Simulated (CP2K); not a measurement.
# TiSn (Fm-3m) in CP2K: further runs

The runs below take TiSn through single point, equation of state, with PBE.

All numbers are computed with CP2K 2026.2; they aren't measurements. Logs are shortened: lines on timing, memory, paths and dates and some standing lists are left out, and cuts for length are marked.

### Step 1. The crystal as given

The structure is cubic, space group Fm-3m (No. 225). Conventional cell: a = 5.601 Å, b = 5.601 Å, c = 5.601 Å, α = 90.00°, β = 90.00°, γ = 90.00°. Ti (site symmetry m-3m) has 6 Sn at 2.80 Å as nearest neighbours. Around Sn (site symmetry m-3m) lie 6 Ti at 2.80 Å.

The cell was built by a generator and needn't be a form met in nature.

### Step 2. Single point, PBE, 21.96 Å³/atom

tisn_eos.inp

```
&GLOBAL
  PROJECT tisn_eos
  RUN_TYPE ENERGY_FORCE
  PRINT_LEVEL LOW
&END GLOBAL
&FORCE_EVAL
  METHOD QS
  STRESS_TENSOR ANALYTICAL
  &DFT
    BASIS_SET_FILE_NAME BASIS_MOLOPT_UZH
    POTENTIAL_FILE_NAME POTENTIAL_UZH
    &MGRID
      CUTOFF 600
      REL_CUTOFF 60
      NGRIDS 4
    &END MGRID
    &QS
      METHOD GPW
      EPS_DEFAULT 1.0E-10
    &END QS
    &KPOINTS
      SCHEME MONKHORST-PACK 8 8 8
      GAMMA_CENTERED T
      SYMMETRY T
      SYMMETRY_BACKEND SPGLIB
    &END KPOINTS
    &SCF
      SCF_GUESS ATOMIC
      EPS_SCF 1.0E-6
      MAX_SCF 100
      ADDED_MOS 13
      CHOLESKY OFF
      EPS_EIGVAL 1.0E-7
      &DIAGONALIZATION ON
        ALGORITHM STANDARD
      &END DIAGONALIZATION
      &MIXING ON
        METHOD BROYDEN_MIXING
        ALPHA 0.4
        BETA 1.5
        NBUFFER 8
      &END MIXING
      &SMEAR ON
        METHOD FERMI_DIRAC
        ELECTRONIC_TEMPERATURE 580.23
      &END SMEAR
    &END SCF
    &XC
      &XC_FUNCTIONAL PBE
      &END XC_FUNCTIONAL
    &END XC
    &PRINT
      &KPOINTS ON
      &END KPOINTS
      &MULLIKEN ON
      &END MULLIKEN
      &MO ON
        ENERGIES T
        OCCUPATION_NUMBERS T
        &EACH
          QS_SCF 0
        &END EACH
        ADD_LAST NUMERIC
      &END MO
    &END PRINT
  &END DFT
  &SUBSYS
    &CELL
      A 3.9605757921 0.0000000000 0.0000000000
      B 1.9802878961 3.4299592496 0.0000000000
      C 1.9802878961 1.1433197499 3.2337965928
      PERIODIC XYZ
    &END CELL
    &COORD
      SCALED
      Ti  0.0000000000 0.0000000000 0.0000000000
      Sn  0.5000000000 0.5000000000 0.5000000000
    &END COORD
    &KIND Ti
      BASIS_SET TZVP-MOLOPT-PBE-GTH-q12
      POTENTIAL GTH-PBE-q12
    &END KIND
    &KIND Sn
      BASIS_SET TZVP-MOLOPT-PBE-GTH-q14
      POTENTIAL GTH-PBE-q14
    &END KIND
    &PRINT
      &ATOMIC_COORDINATES ON
      &END ATOMIC_COORDINATES
      &CELL ON
      &END CELL
      &SYMMETRY ON
      &END SYMMETRY
    &END PRINT
  &END SUBSYS
  &PRINT
    &FORCES ON
    &END FORCES
    &STRESS_TENSOR ON
    &END STRESS_TENSOR
  &END PRINT
&END FORCE_EVAL
```

Potentials or basis: POTENTIAL_UZH Ti GTH-PBE-q12, Sn GTH-PBE-q14; TZVP-MOLOPT-PBE-GTH basis.

Command:

```console
OMP_NUM_THREADS=1 cp2k.psmp -i tisn_eos.inp -o tisn_eos.out
```

tisn_eos.out:

```text

 CP2K| version string:                                       CP2K version 2026.2
 CP2K| Input file name                                              tisn_eos.inp

 GLOBAL| Force Environment number                                              1
 GLOBAL| Basis set file name                                    BASIS_MOLOPT_UZH
 GLOBAL| Potential file name                                       POTENTIAL_UZH
 GLOBAL| MM Potential file name                                     MM_POTENTIAL
 GLOBAL| Coordinate file name                                      __STD_INPUT__
 GLOBAL| Method name                                                        CP2K
 GLOBAL| Project name                                                   tisn_eos
 GLOBAL| Run type                                                   ENERGY_FORCE
 GLOBAL| FFT library                                                       FFTW3
 GLOBAL| Diagonalization library                                       ScaLAPACK
 GLOBAL| Cholesky decomposition library                                ScaLAPACK
 GLOBAL| DGEMM library                                                      BLAS
 GLOBAL| Direct generalized diagonalization requested                          F
 GLOBAL| Matrix multiplication library                                 ScaLAPACK
 GLOBAL| Global print level                                                  LOW
 GLOBAL| Total number of message passing processes                             1
 GLOBAL| Number of threads for this process                                    1
 GLOBAL| CPU model name                                                  UNKNOWN

 CELL| Volume [angstrom^3]:                                            43.929877
 CELL| Vector a [angstrom]:       3.961     0.000     0.000   |a| =     3.960576
 CELL| Vector b [angstrom]:       1.980     3.430     0.000   |b| =     3.960576
 CELL| Vector c [angstrom]:       1.980     1.143     3.234   |c| =     3.960576
 CELL| Angle (b,c), alpha [degree]:                                    60.000000
 CELL| Angle (a,c), beta  [degree]:                                    60.000000
 CELL| Angle (a,b), gamma [degree]:                                    60.000000
 CELL| Numerically orthorhombic:                                              NO
 CELL| Periodicity                                                           XYZ

 CELL_REF| Volume [angstrom^3]:                                        43.929877
 CELL_REF| Vector a [angstrom     3.961     0.000     0.000   |a| =     3.960576
 CELL_REF| Vector b [angstrom     1.980     3.430     0.000   |b| =     3.960576
 CELL_REF| Vector c [angstrom     1.980     1.143     3.234   |c| =     3.960576
 CELL_REF| Angle (b,c), alpha [degree]:                                60.000000
 CELL_REF| Angle (a,c), beta  [degree]:                                60.000000
 CELL_REF| Angle (a,b), gamma [degree]:                                60.000000
 CELL_REF| Numerically orthorhombic:                                          NO
 CELL_REF| Periodicity                                                       XYZ
[... 9 lines left out ...]
 TOTAL NUMBERS AND MAXIMUM NUMBERS

  Total number of            - Atomic kinds:                                   2
                             - Atoms:                                          2
                             - Shell sets:                                     2
                             - Shells:                                        21
                             - Primitive Cartesian functions:                 12
                             - Cartesian basis functions:                     81
                             - Spherical basis functions:                     69

  Maximum angular momentum of- Orbital basis functions:                        3
                             - Local part of the GTH pseudopotential:          2
                             - Non-local part of the GTH pseudopotential:      4

 MODULE QUICKSTEP: ATOMIC COORDINATES IN ANGSTROM

   Atom Kind Element         X             Y             Z       Z(eff)     Mass
      1    1 Ti   22      0.000000      0.000000      0.000000  12.0000  47.8670
      2    2 Sn   50      3.960576      2.286639      1.616898  14.0000 118.7100

 Crystal Symmetry Information
       International Symbol:                                               Fm-3m
       Point Group Symbol:                                                  m-3m
       Schoenflies Symbol:                                                  Oh^5
       Number of Symmetry Operations:                                         48

 SCF PARAMETERS         Density guess:                                    ATOMIC
                        --------------------------------------------------------
                        max_scf:                                             100
[... 7 lines left out ...]
[... 23 lines left out ...]
 BRILLOUIN|    29           0.00586        0.00000        0.50000        0.50000
 *******************************************************************************

 Extrapolation method: initial_guess

 Number of electrons:                                                         26
 Number of occupied orbitals:                                                 13
 Number of molecular orbitals:                                                26

 Number of orbital functions:                                                 69
 Number of independent orbital functions:                                     69

 SCF WAVEFUNCTION OPTIMIZATION

  Step     Update method      Time    Convergence         Total energy    Change
  ------------------------------------------------------------------------------
     1 NoMix/Diag. 0.40E+00    6.4     1.13922998      -125.9518284237 -1.26E+02
     2 Broy./Diag. 0.40E+00    5.9     0.03287328      -126.3471831069 -3.95E-01
     3 Broy./Diag. 0.40E+00    5.9     0.00752684      -125.8658849924  4.81E-01
     4 Broy./Diag. 0.40E+00    5.9     0.01071325      -125.6832983735  1.83E-01
     5 Broy./Diag. 0.40E+00    5.9     0.00365097      -125.6311585474  5.21E-02
     6 Broy./Diag. 0.40E+00    5.9     0.00239607      -125.6357337729 -4.58E-03
     7 Broy./Diag. 0.40E+00    6.0     0.00019825      -125.6380148280 -2.28E-03
     8 Broy./Diag. 0.40E+00    5.9     0.00012963      -125.6374585910  5.56E-04
     9 Broy./Diag. 0.40E+00    5.9     0.00010138      -125.6373736146  8.50E-05
    10 Broy./Diag. 0.40E+00    6.0     0.00001488      -125.6373184786  5.51E-05
    11 Broy./Diag. 0.40E+00    5.9     0.00001924      -125.6373016895  1.68E-05
    12 Broy./Diag. 0.40E+00    5.9     0.00000165      -125.6372729758  2.87E-05
    13 Broy./Diag. 0.40E+00    5.9     0.00000156      -125.6372732308 -2.55E-07
    14 Broy./Diag. 0.40E+00    5.9     0.00000016      -125.6372731758  5.50E-08

  *** SCF run converged in    14 steps ***

  Electronic density on regular grids:        -25.9999999962        0.0000000038
  Core density on regular grids:               25.9999999983       -0.0000000017
  Total charge density on r-space grids:        0.0000000021
  Total charge density g-space grids:           0.0000000021

  Overlap energy of the core charge distribution:               0.00000000000003
  Self energy of the core charge distribution:               -213.98205258322471
  Core Hamiltonian energy:                                     58.95508622345234
  Hartree energy:                                              44.97707243672949
  Exchange-correlation energy:                                -15.58710986867468
  Electronic entropic energy:                                  -0.00026938408118
  Fermi energy:                                                 0.32333841061994

  Total energy:                                              -125.63727317578638
  Total energy (extrapolated to T->0):                       -125.63713848374579

 MO| EIGENVALUES AND OCCUPATION NUMBERS FOR K POINT 1
 MO|
 MO|  Index      Eigenvalue [a.u.]        Eigenvalue [eV]             Occupation
 MO|      1              -1.784018             -48.545608               2.000000
 MO|      2              -0.912728             -24.836583               2.000000
 MO|      3              -0.912007             -24.816983               2.000000
 MO|      4              -0.912007             -24.816982               2.000000
 MO|      5              -0.448976             -12.217270               2.000000
 MO|      6              -0.448976             -12.217269               2.000000
[... 434 lines left out ...]
 MO|     25               0.916944              24.951328               0.000000
 MO|     26               0.991653              26.984254               0.000000
 MO| Sum:                                                              26.000003
 MO| E(Fermi):            0.323338 a.u.          8.798486 eV

 [... the levels of further k-points ...]

 !-----------------------------------------------------------------------------!
                     Mulliken Population Analysis

 #  Atom  Element  Kind  Atomic population                           Net charge
       1     Ti       1         11.384887                              0.615113
       2     Sn       2         14.615113                             -0.615113
 # Total charge                             26.000000                  0.000000

 !-----------------------------------------------------------------------------!

 ENERGY| Total FORCE_EVAL ( QS ) energy [hartree]           -125.637272754245828

 FORCES| Atomic forces [hartree/bohr]
 FORCES|   Atom     x               y               z               |f|
 FORCES|      1  5.63559587E-15 -9.58970266E-15  1.78375439E-14   2.10214251E-14
 FORCES|      2 -4.09480538E-15  4.05496125E-14  3.36712886E-14   5.28658130E-14
 FORCES| Sum     1.54079049E-15  3.09599099E-14  5.15088326E-14
 FORCES| Total atomic force                                       6.01169684E-14

 STRESS| Analytical stress tensor [bar]
 STRESS|                        x                   y                   z
 STRESS|      x       -3.90650967341E+03  -3.38079056677E-01  -2.32694857798E-01
 STRESS|      y       -3.38079056677E-01  -3.90655431246E+03  -4.35609836619E-01
 STRESS|      z       -2.32694857798E-01  -4.35609836619E-01  -3.90626413706E+03
 STRESS| 1/3 Trace                                            -3.90644270764E+03
 STRESS| Determinant                                          -5.96134651717E+10

 STRESS| Eigenvectors and eigenvalues of the analytical stress tensor [bar]
 STRESS|                        1                   2                   3
 STRESS| Eigenvalues  -3.90713684159E+03  -3.90624140614E+03  -3.90594987519E+03
 STRESS|      x           0.547520120122     -0.836454604944      0.023778392071
 STRESS|      y           0.681190923285      0.429024818251     -0.593225615899
 STRESS|      z           0.486004777853      0.341000585326      0.804685004652
```

It took 100 s on 1 thread of Arm Neoverse V2, shared host; peak memory 0.43 GiB.

What came out:

| Property | Result |
| --- | --- |
| Free energy | -3418.7641 eV |
| Pressure | -0.4 GPa |
| Band gap on the k mesh | none (metal or under the smearing width) |
| Mulliken charges | Ti +0.62; Sn -0.62 e |

Caveat: Mulliken charges move with the basis; the basis of atomic orbitals isn't converged, which shifts pressures, moduli and gaps.

### Step 3. Single point, PBE, 21.53 Å³/atom (volume scaled by 0.98)

Edit tisn_eos.inp of step 2 so:

```diff
@@ -11,2 +11,3 @@
     POTENTIAL_FILE_NAME POTENTIAL_UZH
+    WFN_RESTART_FILE_NAME previous-RESTART.kp
     &MGRID
@@ -27,3 +28,3 @@
     &SCF
-      SCF_GUESS ATOMIC
+      SCF_GUESS RESTART
       EPS_SCF 1.0E-6
@@ -68,5 +69,5 @@
     &CELL
-      A 3.9605757921 0.0000000000 0.0000000000
-      B 1.9802878961 3.4299592496 0.0000000000
-      C 1.9802878961 1.1433197499 3.2337965928
+      A 3.9339939456 0.0000000000 0.0000000000
+      B 1.9669969728 3.4069386952 0.0000000000
+      C 1.9669969728 1.1356462318 3.2120926060
       PERIODIC XYZ
```

Potentials or basis: POTENTIAL_UZH Ti GTH-PBE-q12, Sn GTH-PBE-q14; TZVP-MOLOPT-PBE-GTH basis.

Command:

```console
OMP_NUM_THREADS=1 cp2k.psmp -i tisn_eos.inp -o tisn_eos.out
```

Run time: 1.9 min. Hardware: 1 thread of Arm Neoverse V2, shared host; peak memory 0.42 GiB.

Results (log left out):

```
Free energy            : -3418.7615 eV
Pressure               : 1.3 GPa
Band gap on the k mesh : none (metal or under the smearing width)
Mulliken charges       : Ti +0.61; Sn -0.61 e
```

Caveat: Mulliken charges move with the basis; the basis of atomic orbitals isn't converged, which shifts pressures, moduli and gaps.

### Step 4. Single point, PBE, 22.40 Å³/atom (volume scaled by 1.02)

Edit tisn_eos.inp of step 3 so:

```diff
@@ -69,5 +69,5 @@
     &CELL
-      A 3.9339939456 0.0000000000 0.0000000000
-      B 1.9669969728 3.4069386952 0.0000000000
-      C 1.9669969728 1.1356462318 3.2120926060
+      A 3.9868055353 0.0000000000 0.0000000000
+      B 1.9934027677 3.4526748735 0.0000000000
+      C 1.9934027677 1.1508916245 3.2552130884
       PERIODIC XYZ
```

Command:

```console
OMP_NUM_THREADS=1 cp2k.psmp -i tisn_eos.inp -o tisn_eos.out
```

Wall time 1.8 min (1 thread of Arm Neoverse V2, shared host); peak memory 0.43 GiB.

The run converged. Its results:

- Free energy: -3418.7576 eV
- Pressure: -2.0 GPa
- Band gap on the k mesh: none (metal or under the smearing width)
- Mulliken charges: Ti +0.62; Sn -0.62 e

Caveat: Mulliken charges move with the basis; the basis of atomic orbitals isn't converged, which shifts pressures, moduli and gaps.

### Step 5. Single point, PBE, 21.09 Å³/atom (volume scaled by 0.96)

Edit tisn_eos.inp of step 4 so:

```diff
@@ -69,5 +69,5 @@
     &CELL
-      A 3.9868055353 0.0000000000 0.0000000000
-      B 1.9934027677 3.4526748735 0.0000000000
-      C 1.9934027677 1.1508916245 3.2552130884
+      A 3.9070479359 0.0000000000 0.0000000000
+      B 1.9535239680 3.3836027663 0.0000000000
+      C 1.9535239680 1.1278675888 3.1900912812
       PERIODIC XYZ
```

Command:

```console
OMP_NUM_THREADS=1 cp2k.psmp -i tisn_eos.inp -o tisn_eos.out
```

Run time: 2.2 min. Hardware: 1 thread of Arm Neoverse V2, shared host; peak memory 0.43 GiB.

The run converged. Its results:

* Free energy: -3418.7489 eV
* Pressure: 3.3 GPa
* Band gap on the k mesh: none (metal or under the smearing width)
* Mulliken charges: Ti +0.60; Sn -0.60 e

Caveat: Mulliken charges move with the basis; the basis of atomic orbitals isn't converged, which shifts pressures, moduli and gaps.

### Step 6. Single point, PBE, 22.84 Å³/atom (volume scaled by 1.04)

Edit tisn_eos.inp of step 5 so:

```diff
@@ -69,5 +69,5 @@
     &CELL
-      A 3.9070479359 0.0000000000 0.0000000000
-      B 1.9535239680 3.3836027663 0.0000000000
-      C 1.9535239680 1.1278675888 3.1900912812
+      A 4.0126946083 0.0000000000 0.0000000000
+      B 2.0063473042 3.4750954685 0.0000000000
+      C 2.0063473042 1.1583651562 3.2763514280
       PERIODIC XYZ
```

Potentials or basis: POTENTIAL_UZH Ti GTH-PBE-q12, Sn GTH-PBE-q14; TZVP-MOLOPT-PBE-GTH basis.

Command:

```console
OMP_NUM_THREADS=1 cp2k.psmp -i tisn_eos.inp -o tisn_eos.out
```

Run time: 1.8 min. Hardware: 1 thread of Arm Neoverse V2, shared host; peak memory 0.42 GiB.

The run converged. Its results:

```
Free energy            : -3418.7429 eV
Pressure               : -3.4 GPa
Band gap on the k mesh : none (metal or under the smearing width)
Mulliken charges       : Ti +0.62; Sn -0.62 e
```

Caveat: Mulliken charges move with the basis; the basis of atomic orbitals isn't converged, which shifts pressures, moduli and gaps.

### Step 7. Single point, PBE, 20.65 Å³/atom (volume scaled by 0.94)

Edit tisn_eos.inp of step 6 so:

```diff
@@ -69,5 +69,5 @@
     &CELL
-      A 4.0126946083 0.0000000000 0.0000000000
-      B 2.0063473042 3.4750954685 0.0000000000
-      C 2.0063473042 1.1583651562 3.2763514280
+      A 3.8797250285 0.0000000000 0.0000000000
+      B 1.9398625143 3.3599404344 0.0000000000
+      C 1.9398625143 1.1199801448 3.1677822207
       PERIODIC XYZ
```

Command:

```console
OMP_NUM_THREADS=1 cp2k.psmp -i tisn_eos.inp -o tisn_eos.out
```

Wall time 2.3 min (1 thread of Arm Neoverse V2, shared host); peak memory 0.43 GiB.

Results (log left out):

- Free energy: -3418.7251 eV
- Pressure: 5.4 GPa
- Band gap on the k mesh: none (metal or under the smearing width)
- Mulliken charges: Ti +0.59; Sn -0.59 e

Caveat: Mulliken charges move with the basis; the basis of atomic orbitals isn't converged, which shifts pressures, moduli and gaps.

### Step 8. Single point, PBE, 23.28 Å³/atom (volume scaled by 1.06)

Edit tisn_eos.inp of step 7 so:

```diff
@@ -69,5 +69,5 @@
     &CELL
-      A 3.8797250285 0.0000000000 0.0000000000
-      B 1.9398625143 3.3599404344 0.0000000000
-      C 1.9398625143 1.1199801448 3.1677822207
+      A 4.0382538618 0.0000000000 0.0000000000
+      B 2.0191269310 3.4972304313 0.0000000000
+      C 2.0191269310 1.1657434771 3.2972204711
       PERIODIC XYZ
```

Command:

```console
OMP_NUM_THREADS=1 cp2k.psmp -i tisn_eos.inp -o tisn_eos.out
```

Run time: 69 s. Hardware: 1 thread of Arm Neoverse V2, shared host; peak memory 0.41 GiB.

The run converged. Its results:

```
Free energy            : -3418.7210 eV
Pressure               : -4.6 GPa
Band gap on the k mesh : none (metal or under the smearing width)
Mulliken charges       : Ti +0.61; Sn -0.61 e
```

Caveat: Mulliken charges move with the basis; the basis of atomic orbitals isn't converged, which shifts pressures, moduli and gaps.

### Step 9. Equation of state, PBE

Potentials or basis: POTENTIAL_UZH Ti GTH-PBE-q12, Sn GTH-PBE-q14; TZVP-MOLOPT-PBE-GTH basis.

This step only gathers the single runs of the series.

Results:

```
Equilibrium volume                      : 21.86 Å³/atom
Bulk modulus                            : 84 GPa
Pressure derivative of the bulk modulus : 4.3
```

Energy against volume, from the lowest point:
```
volume (Å³/atom)  energy (meV/atom)
          20.647              19.47
          21.086               7.57
          21.526               1.27
          21.965               0.00
          22.404               3.25
          22.844              10.56
          23.283              21.52
```

Caveat: the basis of atomic orbitals isn't converged, which shifts pressures, moduli and gaps.
